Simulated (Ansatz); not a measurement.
# CH3ClF2OSi: the cost of one run

Computed with Ansatz 0.2.0. Level: RKS PBE-D4/def2-SVP.

**1. The starting structure**

SMILES `CO[Si](F)(F)Cl`, 9 atoms, charge 0, spin multiplicity 1.

Atoms are counted from 1 here; the program's logs count them from 0.

Bond lengths: C1–O2 1.426 Å, C1–H7 1.111 Å, C1–H8 1.107 Å, C1–H9 1.111 Å, O2–Si3 1.637 Å, Si3–F4 1.620 Å, Si3–F5 1.620 Å, Si3–Cl6 2.032 Å. Angles: O2–C1–H7 111.5°, O2–C1–H8 107.9°, O2–C1–H9 111.5°, H7–C1–H8 108.6°, H7–C1–H9 108.7°, H8–C1–H9 108.6°, C1–O2–Si3 124.3°, O2–Si3–F4 111.4°, O2–Si3–F5 111.2°, O2–Si3–Cl6 108.5°, F4–Si3–F5 105.7°, F4–Si3–Cl6 110.0°, F5–Si3–Cl6 110.1°.

Geometry (Å):

```
C    -0.15691   -1.41033    0.19388
O    -0.54827   -0.21812   -0.48453
Si    0.11434    1.25517   -0.21814
F    -0.08185    1.72082    1.32080
F     1.71467    1.23192   -0.46792
Cl   -0.76764    2.59412   -1.46668
H    -0.34307   -1.33604    1.28711
H    -0.76117   -2.24524   -0.21093
H     0.91830   -1.63860    0.02930
```

This geometry comes from a loose relaxation at PBE in a small basis, which is not shown.

**3. Setting up the map**

The axes are (1) angle Cl6–Si3–O2: 13 values from 63.5 to 153.5 °; (2) angle H9–C1–H8: 13 values from 83.6 to 133.6 °.

Nothing else is relaxed (all other coordinates rigid). Energies count from the relaxed molecule at the same level.

(The set-up runs are not shown.)

**4. The run at angle Cl6–Si3–O2 = 116.0°, angle H9–C1–H8 = 104.4°**

Contents of input.yaml:

```yaml
crystal:
  periodic: [false, false, false]
  atoms:
    - { symbol: C, position_ang: [-0.15778, -1.412404, 0.194273] }
    - { symbol: O, position_ang: [-0.534886, -0.220567, -0.492196] }
    - { symbol: Si, position_ang: [0.118097, 1.256648, -0.219816] }
    - { symbol: F, position_ang: [-0.081414, 1.713574, 1.321315] }
    - { symbol: F, position_ang: [1.718295, 1.248209, -0.470784] }
    - { symbol: Cl, position_ang: [-0.615586, 2.777411, -1.351033] }
    - { symbol: H, position_ang: [-0.346823, -1.329733, 1.286362] }
    - { symbol: H, position_ang: [-0.768293, -2.244353, -0.207421] }
    - { symbol: H, position_ang: [0.892062, -1.720981, -0.000285] }
basis:
  gaussian: { orbitals: def2-SVP }
hamiltonian:
  xc: pbe
  dispersion: d4
output:
  forces: true
```

The run is started by

```bash
ansatz run input.yaml --threads 1 --pin off --max-ram 2560MiB --backend cpu --events-out ev --progress --plain --runs-dir out
```

What time and memory should one allow on 1 thread of Arm Neoverse V1, shared host?

About 4.1 s, with a peak of 0.13 GiB.
